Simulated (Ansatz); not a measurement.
# interstitial Al in Si: molecular dynamics

The plan is to see whether the interstitial stays in its void or moves on. The start is relaxed first. Runs: 130 steps of 3 fs under a Langevin thermostat at 1500 K; 50 steps of 2 fs at constant energy, with velocities drawn for 2100 K. The host cell (diamond) has 16 atoms; the extra atom is the last.

Method: DFT PBE, plane waves, PAW, scalar-relativistic, collinear spin, in Ansatz 0.2.0.

### 1 Starting point

The cell holds 17 atoms (AlSi16): a = 7.679 Å, b = 7.679 Å, c = 7.679 Å, α = 60.00°, β = 60.00°, γ = 60.00°.

The coordinates stand in the first input below.

### 2 Preparing the start

File input.yaml:

```yaml
crystal:
  lattice:
    - [0.0, 5.43, 5.43]
    - [5.43, 0.0, 5.43]
    - [5.43, 5.43, 0.0]
  atoms:
    - { symbol: Si, position: [0.0, 0.0, 0.0] }
    - { symbol: Si, position: [0.125, 0.125, 0.125] }
    - { symbol: Si, position: [0.0, 0.0, 0.5] }
    - { symbol: Si, position: [0.125, 0.125, 0.625] }
    - { symbol: Si, position: [0.0, 0.5, 0.0] }
    - { symbol: Si, position: [0.125, 0.625, 0.125] }
    - { symbol: Si, position: [0.0, 0.5, 0.5] }
    - { symbol: Si, position: [0.125, 0.625, 0.625] }
    - { symbol: Si, position: [0.5, 0.0, 0.0] }
    - { symbol: Si, position: [0.625, 0.125, 0.125] }
    - { symbol: Si, position: [0.5, 0.0, 0.5] }
    - { symbol: Si, position: [0.625, 0.125, 0.625] }
    - { symbol: Si, position: [0.5, 0.5, 0.0] }
    - { symbol: Si, position: [0.625, 0.625, 0.125] }
    - { symbol: Si, position: [0.5, 0.5, 0.5] }
    - { symbol: Si, position: [0.625, 0.625, 0.625] }
    - { symbol: Al, position: [0.8793977, 0.3776589, 0.8735175], spin: 1.0 }
magnetization:
  spin_polarized: true
basis:
  ecutwfc: 420.0
kpoints:
  mp_grid: { grid: [2, 2, 2] }
hamiltonian:
  xc: pbe
  pseudopotentials: { kind: paw, azcp: { folder: soft_1 } }
scf:
  occupations: { method: fermi_dirac, width: 0.02 }
  lower_state_search: "off"
relax:
  f_tol: 0.08
  max_steps: 25
  adjacent_minimum: "off"
output:
  write_density: true
  write_potential: true
  elf: true
  volumetric_format: npy
```

Launch:

```
ansatz run input.yaml --threads 1 --pin off --max-ram 3072MiB --backend cpu --events-out ev --progress --plain --runs-dir out
```

Output, cut to the lines that bear on the results:

```text
Warning: RAYON_NUM_THREADS=1 ignored (pool sized by the plan → 1); use --threads N
[...]
Pseudopotentials: kind: paw
Pseudopotential: Si, paw, valence charge 4, recommended cutoff 420 eV (normal), <dir>
Pseudopotential: Al, paw, valence charge 3, recommended cutoff 420 eV (normal), <dir>
Functional definition: PBE
[...]
Crystal: 17 atoms, lattice volume = 320.206 Å³
Basis set: ecut = 420 eV, 6231 PW (Γ), exchange–correlation on 108×108×108 points (8 copies of the dense FFT grid, shifted against one another)
Bands: 51, of which v1, the nominal top of the filled ones, is band 34 counted from 1 (33 counted from 0)
Symmetry: 1 space group operations
Space group: P1 (ITA 1), of the structure as read, at distance tolerance 6.8e-5 Å
[...]
relax step   1: F+E_penalty+E_count = -10706.30370371 eV  Δ(F+E_penalty+E_count) = +0.000e0 eV  max|allowed force component| = 1.114e0 eV/Å  Δτ_max = 0.0000 Å  (14 SCF iters, dr2 threshold 1.00e-4 eV, accepted)
[...]
relax step   2: F+E_penalty+E_count = -10706.59336270 eV  Δ(F+E_penalty+E_count) = -2.897e-1 eV  max|allowed force component| = 4.299e-1 eV/Å  Δτ_max = 0.0578 Å  (5 SCF iters, dr2 threshold 7.76e-5 eV, accepted)
[...]
relax step   3: F+E_penalty+E_count = -10706.62787094 eV  Δ(F+E_penalty+E_count) = -3.451e-2 eV  max|allowed force component| = 8.868e-2 eV/Å  Δτ_max = 0.0404 Å  (5 SCF iters, dr2 threshold 1.15e-5 eV, accepted)
SCF iter   1: F=—  HF=-10706.630471 eV  |F-HF|=—  |Δ(HF+E_count)|=         —  Δρ=2.33e-4 (↑2.25e-4 ↓2.33e-4)  dr2=9.21e-4  dr2_m=5.13e-6  M=0.007 μB ∫|m|=0.010 μB  β_m=0.30  ethr=4.40e-5  ⟨swp⟩=3.6  Hψ=1932  notcnv=0  defer=166
```

### 3 More of the same log: start relaxed

The log, continued:

```text
preconditioner: auto → Kerker (q_TF=auto, 2.102 Å⁻¹)  [metal: Δε(μ)=0.002 eV  Ē_g=8.009 eV  σ=0.020 eV  W_gap=0.03  n_scr=58 (ndim 8)  ℏωp=17.0 eV  f_vac=0.000  D(μ)=6.25/eV (n_scr^D=26)]
spin=Collinear: Kerker preconditioning applied to the charge; magnetization (m = ρ↑ − ρ↓) channel mixes plain (no charge-response kernel on spin).
SCF iter   2: F=—  HF=-10706.630386 eV  |F-HF|=—  |Δ(HF+E_count)|=   8.51e-5  Δρ=1.73e-4 (↑1.67e-4 ↓1.73e-4)  dr2=4.83e-4  dr2_m=2.95e-6  M=0.007 μB ∫|m|=0.010 μB  β_m=0.65  ethr=1.37e-6  ⟨swp⟩=1.0  Hψ=944  notcnv=0  defer=166
SCF iter   3: F=—  HF=-10706.630303 eV  |F-HF|=—  |Δ(HF+E_count)|=   8.32e-5  Δρ=1.39e-5 (↑1.39e-5 ↓1.36e-5)  dr2=2.41e-6  dr2_m=6.16e-8  M=0.007 μB ∫|m|=0.008 μB  β_m=0.79  ethr=7.21e-7  ⟨swp⟩=2.0  Hψ=1012  notcnv=0  defer=166
SCF iter   4: F=—  HF=-10706.630271 eV  |F-HF|=—  |Δ(HF+E_count)|=   3.20e-5  Δρ=4.41e-6 (↑4.41e-6 ↓4.40e-6)  dr2=2.24e-7  dr2_m=8.57e-9  M=0.007 μB ∫|m|=0.008 μB  β_m=0.89  ethr=3.59e-9  ⟨swp⟩=2.0  Hψ=1194  notcnv=0  defer=166
iter 5 did not close the SCF: its close was put off for a magnetic moment that had not settled (scf_convergence_deferred on its scf_iter line)
SCF iter   5: F=-10706.630271 eV  HF=-10706.630271 eV  |F-HF|=1.20e-9  |Δ(HF+E_count)|=   9.22e-8  Δρ=9.32e-7 (↑8.33e-7 ↓9.32e-7)  dr2=1.86e-8  dr2_m=5.18e-10  M=0.007 μB ∫|m|=0.007 μB  β_m=0.95  ethr=1.49e-10  ⟨swp⟩=9.2  Hψ=4501  notcnv=0
iter 6 did not close the SCF: its close was put off for a magnetic moment that had not settled (scf_convergence_deferred on its scf_iter line)
SCF iter   6: F=-10706.630271 eV  HF=-10706.630271 eV  |F-HF|=1.47e-9  |Δ(HF+E_count)|=   1.08e-8  Δρ=4.00e-7 (↑3.31e-7 ↓4.00e-7)  dr2=1.35e-9  dr2_m=2.69e-10  M=0.007 μB ∫|m|=0.007 μB  β_m=0.97  ethr=2.78e-11  ⟨swp⟩=6.1  Hψ=4220  notcnv=0
iter 7 did not close the SCF: its close was put off for a magnetic moment that had not settled (scf_convergence_deferred on its scf_iter line)
SCF iter   7: F=-10706.630271 eV  HF=-10706.630271 eV  |F-HF|=1.39e-9  |Δ(HF+E_count)|=   4.82e-9  Δρ=3.04e-7 (↑2.88e-7 ↓3.04e-7)  dr2=4.55e-11  dr2_m=2.52e-10  M=0.006 μB ∫|m|=0.007 μB  β_m=0.99  ethr=2.01e-12  ⟨swp⟩=5.2  Hψ=4052  notcnv=0
iter 8 did not close the SCF: its close was put off for a magnetic moment that had not settled (scf_convergence_deferred on its scf_iter line)
SCF iter   8: F=-10706.630271 eV  HF=-10706.630271 eV  |F-HF|=1.29e-9  |Δ(HF+E_count)|=   4.63e-9  Δρ=2.85e-7 (↑2.85e-7 ↓2.82e-7)  dr2=3.44e-12  dr2_m=2.36e-10  M=0.006 μB ∫|m|=0.007 μB  β_m=0.99  ethr=1.00e-12  ⟨swp⟩=5.2  Hψ=4038  notcnv=0
iter 9 did not close the SCF: its close was put off for a magnetic moment that had not settled (scf_convergence_deferred on its scf_iter line)
SCF iter   9: F=-10706.630271 eV  HF=-10706.630271 eV  |F-HF|=1.20e-9  |Δ(HF+E_count)|=   4.73e-9  Δρ=2.74e-7 (↑2.74e-7 ↓2.73e-7)  dr2=7.47e-13  dr2_m=2.20e-10  M=0.006 μB ∫|m|=0.007 μB  β_m=1.00  ethr=1.00e-12  ⟨swp⟩=5.2  Hψ=4044  notcnv=0
iter 10 did not close the SCF: its close was put off for a magnetic moment that had not settled (scf_convergence_deferred on its scf_iter line)
SCF iter  10: F=-10706.630271 eV  HF=-10706.630271 eV  |F-HF|=8.49e-10  |Δ(HF+E_count)|=   1.98e-8  Δρ=2.32e-7 (↑2.32e-7 ↓2.27e-7)  dr2=7.26e-12  dr2_m=1.54e-10  M=0.005 μB ∫|m|=0.006 μB  β_m=1.00  ethr=1.00e-12  ⟨swp⟩=5.0  Hψ=4642  notcnv=0
SCF iter  11: F=-10706.630271 eV  HF=-10706.630271 eV  |F-HF|=1.09e-11  |Δ(HF+E_count)|=   4.63e-8  Δρ=3.20e-8 (↑3.20e-8 ↓2.93e-8)  dr2=1.84e-11  dr2_m=5.61e-13  M=0.000 μB ∫|m|=0.000 μB  ethr=1.00e-12  ⟨swp⟩=5.2  Hψ=5055  notcnv=0
the starting moments were not kept: the SCF closed with an absolute magnetisation of 2.7e-4 μB, where they sum to 1 μB in size (1 site). That is at most 0.1 of that sum. Measured as dr2_m measures the in/out step, that magnetisation stands 1.1e-9 eV from none, at or under the dr2_threshold of 1.0e-7 eV: it is no larger than a step whose dr2_m would equal this threshold.
SCF 4 converged in 11 iterations: F = -10706.630271 eV  dr2 = 1.84e-11
relax step   4: F+E_penalty+E_count = -10706.63027081 eV  Δ(F+E_penalty+E_count) = -2.400e-3 eV  max|allowed force component| = 1.593e-2 eV/Å  Δτ_max = 0.0127 Å  (11 SCF iters, accepted)
NSCF: frozen V_eff on 8 k-points
the band table was solved once a step of the walk had ended and its energy, with any forces and stress, was formed, with the checks that follow a solve (5659 applications of the Hamiltonian). They found nothing against the state; the energy, forces and stress were not computed again (output.eigenvalues in the input reference)
SCF converged after 11 iterations
Magnetization: 0.0002 μB (33.5001 up, 33.4999 down)
Absolute magnetization: 0.0003 μB (∫|ρ↑−ρ↓|, with the PAW one-centre terms)
Spin contamination: 0.0000 ħ² per cell (⟨S²⟩ above its minimum at these occupations)
Per-site moments (μB) at R_I (Å): [(4.7051677457122925e-6, 0.9357486966998624), (4.025820905449407e-6, 0.9699198404068976), (2.262557010775536e-6, 0.959533795534183), (4.052186760484252e-6, 0.9699222090373844), (4.679856266461521e-6, 0.9357154307566756), (3.7356910669231467e-7, 0.9357154307566756), (4.691998363418377e-6, 0.9357403427386948), (4.0291978545908025e-6, 0.9699396531682083), (2.2567365433737952e-6, 0.9595352561925349), (3.987158786932899e-6, 0.9699491142583548), (2.249635308364746e-6, 0.9595757318140541), (-1.2049817437523752e-7, 0.9595247863882438), (4.711558108120653e-6, 0.9357464849333946), (4.070270788388137e-6, 0.9699124480813143), (2.261288805444108e-6, 0.9595247863882438), (4.00487805095823e-6, 0.9699184494531647), (-8.5676857100406e-7, 1.0040414466723406)]
Free energy (F): -10706.630271 eV
Harris-Foulkes:  -10706.630271 eV  (|F-HF|=1.09e-11)
Internal energy: -10706.623321 eV  (E = F + TS)
E sigma→0 (E₀):  -10706.626796 eV
Entropy (-TS):   -0.006950 eV (-0.409 meV/atom)
Fermi energy:    7.293605 eV
--- Per-component energies (eV) ---
  E_band       = 111.592799
  E_kinetic    = 687.120270
  E_local      = -366.617966  (includes V_loc(G=0)·N_el)
  E_nonlocal   = 375.888893
  E_hartree    = 122.131360
  E_xc         = -945.476330
  E_vxc        = -799.167955  (∫ρ·V_xc dr)
  E_paw        = -8655.520160  (= ΣΔE_a)
  E_vpaw       = -29.893769  (= ΣTr[D̂ρ^β])
  E_aug_tail   = 0.000596  (compensation charges beyond the density's cutoff)
  E_ewald      = -1924.149985
  E_smearing   = -0.006950  (= −TS)
  E_closure    = 0.000000  (closes the sum)
  Σ components = -10706.630271   (vs F -10706.630271, Δ=0.00e0)
--- Forces (eV/Å), atoms counted from 1 ---
  atom   1  Si    -0.00095793     0.00158577    -0.00118650
  atom   2  Si    -0.00079557     0.01550286    -0.00081337
  atom   3  Si    -0.01087339     0.01147279     0.01117767
  atom   4  Si    -0.01593369     0.00074556     0.00063668
  atom   5  Si    -0.00011248    -0.00018932     0.00019404
  atom   6  Si     0.00030290     0.00011334     0.00004071
  atom   7  Si    -0.00030556    -0.00045774     0.00132996
  atom   8  Si    -0.00060369    -0.00091404     0.01547083
  atom   9  Si     0.01160806     0.01145976    -0.01014409
  atom  10  Si     0.00047391     0.00093445    -0.01546543
  atom  11  Si    -0.01118058    -0.01116280    -0.01047849
  atom  12  Si    -0.00069048    -0.00035857    -0.00050862
  atom  13  Si     0.00168784    -0.00114087    -0.00121772
  atom  14  Si     0.01530584    -0.00071500    -0.00042318
  atom  15  Si     0.01157579    -0.01079719     0.01113704
  atom  16  Si     0.00066769    -0.01569612     0.00102108
  atom  17  Al    -0.00016848    -0.00038229    -0.00076920
  max |Σ_I F_I| component: 1.42e-6 eV/Å
--- Band table (eV; the first three rows and the last of 16) ---
  k-point 0 ↑: bands = ["-5.6204", "-3.1705", "-3.1515", "-3.1514", "-3.1511", "-2.0155", "-1.3077", "-1.3077", "-1.3074", "-1.1728", "-1.1725", "-0.7284", "-0.3688", "-0.3686", "-0.3685", "3.2296", "3.2298", "3.2299", "3.8734", "3.8736", "3.8738", "5.2209", "5.2211", "5.2211", "5.2538", "5.2541", "5.4665", "5.5402", "5.5405", "5.5408", "6.5398", "6.5399", "6.5399", "7.0708", "7.0712", "7.0718", "7.2934", "7.2937", "7.9720", "7.9721", "7.9722", "8.1132", "8.6419", "8.6424", "8.6426", "9.5426", "9.5429", "9.5433", "9.7140", "9.7140", "9.9485"]
  k-point 1 ↑: bands = ["-5.0284", "-4.5583", "-3.0287", "-2.9314", "-2.9311", "-2.6223", "-2.5055", "-2.5048", "-0.4867", "0.0980", "0.1856", "0.1859", "0.2861", "0.2867", "1.9117", "2.5445", "2.7443", "2.7445", "2.7513", "3.0925", "3.0931", "3.1656", "3.9687", "3.9691", "4.3935", "4.3937", "4.4884", "4.5622", "5.7142", "5.7145", "5.8808", "5.8809", "6.6849", "7.5181", "7.8344", "7.8353", "8.1643", "8.1644", "8.5465", "8.6389", "9.4635", "9.4640", "9.9739", "10.1919", "10.1921", "10.6233", "10.7733", "10.7740", "11.0736", "11.0740", "11.6962"]
  k-point 2 ↑: bands = ["-5.0285", "-4.5582", "-3.0287", "-2.9316", "-2.9310", "-2.6223", "-2.5053", "-2.5049", "-0.4867", "0.0978", "0.1855", "0.1859", "0.2862", "0.2867", "1.9118", "2.5446", "2.7443", "2.7447", "2.7512", "3.0925", "3.0929", "3.1655", "3.9687", "3.9689", "4.3935", "4.3936", "4.4883", "4.5625", "5.7142", "5.7145", "5.8808", "5.8809", "6.6849", "7.5179", "7.8340", "7.8350", "8.1645", "8.1648", "8.5464", "8.6389", "9.4632", "9.4636", "9.9739", "10.1920", "10.1922", "10.6236", "10.7737", "10.7743", "11.0736", "11.0741", "11.6963"]
  k-point 7 ↓: bands = ["-5.0282", "-4.5586", "-3.0289", "-2.9312", "-2.9310", "-2.6219", "-2.5054", "-2.5051", "-0.4868", "0.0983", "0.1857", "0.1859", "0.2861", "0.2863", "1.9113", "2.5443", "2.7442", "2.7442", "2.7516", "3.0928", "3.0931", "3.1660", "3.9690", "3.9693", "4.3934", "4.3934", "4.4887", "4.5615", "5.7146", "5.7146", "5.8805", "5.8806", "6.6849", "7.5183", "7.8354", "7.8358", "8.1637", "8.1637", "8.5470", "8.6388", "9.4644", "9.4645", "9.9739", "10.1917", "10.1918", "10.6228", "10.7730", "10.7734", "11.0738", "11.0739", "11.6963"]
--- Relaxed structure (4 steps of the walk, 4 accepted, 0 SCFs on fresh bases) ---
  F+E_penalty+E_count = -10706.63027081 eV   max|allowed force component| = 1.593e-2 eV/Å
  atoms:
    - { symbol: Si, position: [0.004622865838274291, -0.012977588030004903, 0.004288294011083861] }
    - { symbol: Si, position: [0.1265965279247578, 0.12383223282181907, 0.12628587324374171] }
    - { symbol: Si, position: [-0.003796226993604235, 0.001488405407365367, 0.5012540147073621] }
    - { symbol: Si, position: [0.12656450281343595, 0.12380364591906384, 0.6235455431457279] }
    - { symbol: Si, position: [0.004698860230929747, 0.5046026489684172, 0.004380938858956018] }
    - { symbol: Si, position: [0.12534368275115434, 0.6252245138344191, 0.1248993121022266] }
    - { symbol: Si, position: [0.00464923831255043, 0.504550531232731, 0.48669396790185737] }
    - { symbol: Si, position: [0.12661287554131245, 0.6265109477952511, 0.6235829631593185] }
    - { symbol: Si, position: [0.5015628992380684, 0.0014612036101303572, -0.004086925084188897] }
    - { symbol: Si, position: [0.6238805429436662, 0.12378469793768043, 0.12625027604843986] }
    - { symbol: Si, position: [0.5015440308908314, 0.0014471160866412203, 0.5012422718102572] }
    - { symbol: Si, position: [0.6252095718178233, 0.12511595776694084, 0.6249183074073839] }
    - { symbol: Si, position: [0.4871407310435161, 0.5045180995371773, 0.004282486713045486] }
    - { symbol: Si, position: [0.6239291776122825, 0.6264959050010487, 0.1262874705209336] }
    - { symbol: Si, position: [0.5015864437198021, 0.49610667547686677, 0.5012507053764463] }
    - { symbol: Si, position: [0.623899107110145, 0.6264653516762233, 0.6235454363105255] }
    - { symbol: Al, position: [0.8753528692050552, 0.3752285549582295, 0.8748965637668839] }
```

It took 1.7 min on 1 thread of Arm Neoverse V2, shared host; peak memory 0.67 GiB.

The steps of the relaxation:

| step | energy from step 1 (eV/cell) | largest force component (eV/Å) |
| --- | --- | --- |
| 1 | 0.0000 | 1.1144 |
| 2 | -0.2897 | 0.4299 |
| 3 | -0.3242 | 0.0887 |
| 4 | -0.3266 | 0.0159 |

Step 1 is the start.

The largest move, 0.09 Å, is shared by several atoms, Si5 among them.

### 4 Run 1

130 steps of 3 fs under a Langevin thermostat at 1500 K, from the relaxed start.

File input.yaml:

```yaml
crystal:
  lattice:
    - [0.0, 5.43, 5.43]
    - [5.43, 0.0, 5.43]
    - [5.43, 5.43, 0.0]
  atoms:
    - { symbol: Si, position: [0.00462287, -0.01297759, 0.00428829] }
    - { symbol: Si, position: [0.12659653, 0.12383223, 0.12628587] }
    - { symbol: Si, position: [-0.00379623, 0.00148841, 0.50125401] }
    - { symbol: Si, position: [0.1265645, 0.12380365, 0.62354554] }
    - { symbol: Si, position: [0.00469886, 0.50460265, 0.00438094] }
    - { symbol: Si, position: [0.12534368, 0.62522451, 0.12489931] }
    - { symbol: Si, position: [0.00464924, 0.50455053, 0.48669397] }
    - { symbol: Si, position: [0.12661288, 0.62651095, 0.62358296] }
    - { symbol: Si, position: [0.5015629, 0.0014612, -0.00408693] }
    - { symbol: Si, position: [0.62388054, 0.1237847, 0.12625028] }
    - { symbol: Si, position: [0.50154403, 0.00144712, 0.50124227] }
    - { symbol: Si, position: [0.62520957, 0.12511596, 0.62491831] }
    - { symbol: Si, position: [0.48714073, 0.5045181, 0.00428249] }
    - { symbol: Si, position: [0.62392918, 0.62649591, 0.12628747] }
    - { symbol: Si, position: [0.50158644, 0.49610668, 0.50125071] }
    - { symbol: Si, position: [0.62389911, 0.62646535, 0.62354544] }
    - { symbol: Al, position: [0.87535287, 0.37522855, 0.87489656] }
magnetization:
  spin_polarized: true
basis:
  ecutwfc: 420.0
kpoints:
  mp_grid: { grid: [2, 2, 2] }
hamiltonian:
  xc: pbe
  pseudopotentials: { kind: paw, azcp: { folder: soft_1 } }
scf:
  occupations: { method: fermi_dirac, width: 0.02 }
  lower_state_search: "off"
md:
  timestep: 3.0
  n_steps: 130
  ensemble: nvt_langevin
  temperature: 1500.0
  initial_velocities: maxwell_boltzmann
  seed: 681138
  friction: 0.05
```

Launch:

```
ansatz run input.yaml --threads 1 --pin off --max-ram 3072MiB --backend cpu --events-out ev --progress --plain --runs-dir out
```

Output, cut to the lines that bear on the results:

```text
Warning: md: disabling space-group detection — thermal motion breaks the input geometry's symmetry, so no spatial operation reduces the k-mesh or symmetrises the density; time reversal is kept, so that k and −k are solved as one point where they differ and the mesh holds both, and exact [...]
Warning: RAYON_NUM_THREADS=1 ignored (pool sized by the plan → 1); use --threads N
[...]
Pseudopotentials: kind: paw
Pseudopotential: Si, paw, valence charge 4, recommended cutoff 420 eV (normal), <dir>
Pseudopotential: Al, paw, valence charge 3, recommended cutoff 420 eV (normal), <dir>
Functional definition: PBE
[...]
spin=Collinear: Resta preconditioning applied to the charge; magnetization (m = ρ↑ − ρ↓) channel mixes plain (no charge-response kernel on spin).
[...]
md step     0: t =     0.00 fs  T =  1411.8 K  F+E_penalty+E_count = -10706.63027081 eV  E_kin = 3.102240 eV  (11 SCF iters)
[...]
md step     2: t =     6.00 fs  T =  1261.5 K  F+E_penalty+E_count = -10706.27423307 eV  E_kin = 2.771996 eV  (6 SCF iters)
[...]
md step     3: t =     9.00 fs  T =  1083.5 K  F+E_penalty+E_count = -10705.96417229 eV  E_kin = 2.380871 eV  (6 SCF iters)
```

### 5 More of the same log: dynamics from the start

Output, continued, cut to the lines that bear on the results:

```text
md step     4: t =    12.00 fs  T =  1224.8 K  F+E_penalty+E_count = -10705.60409615 eV  E_kin = 2.691318 eV  (7 SCF iters)
[...]
md step    21: t =    63.00 fs  T =  1669.5 K  F+E_penalty+E_count = -10703.99767759 eV  E_kin = 3.668595 eV  (6 SCF iters)
[...]
md step    38: t =   114.00 fs  T =  1261.6 K  F+E_penalty+E_count = -10703.08402422 eV  E_kin = 2.772260 eV  (6 SCF iters)
[...]
  atom   3  Si    -0.24325610     0.98464745    -0.31989395
  atom   4  Si    -2.52436058    -0.05936574     0.03396360
  atom   5  Si    -1.15257795    -0.26853827    -1.28530937
  atom   6  Si    -1.49361545     0.77769985    -0.25495284
  atom   7  Si     1.63658446    -1.68870888    -0.65494337
  atom   8  Si     1.72730607    -0.47090881     1.03356404
[...]
--- MD trajectory: 130 steps, t = 0.0 → 390.0 fs ---
  final state: T = 1211.1 K   F+E_penalty+E_count = -10701.81171017 eV   E_kin = 2.661195 eV
```

Run time: 15 min. Hardware: 1 thread of Arm Neoverse V2, shared host; peak memory 0.62 GiB.

(Part 1 of 3 ends here.)
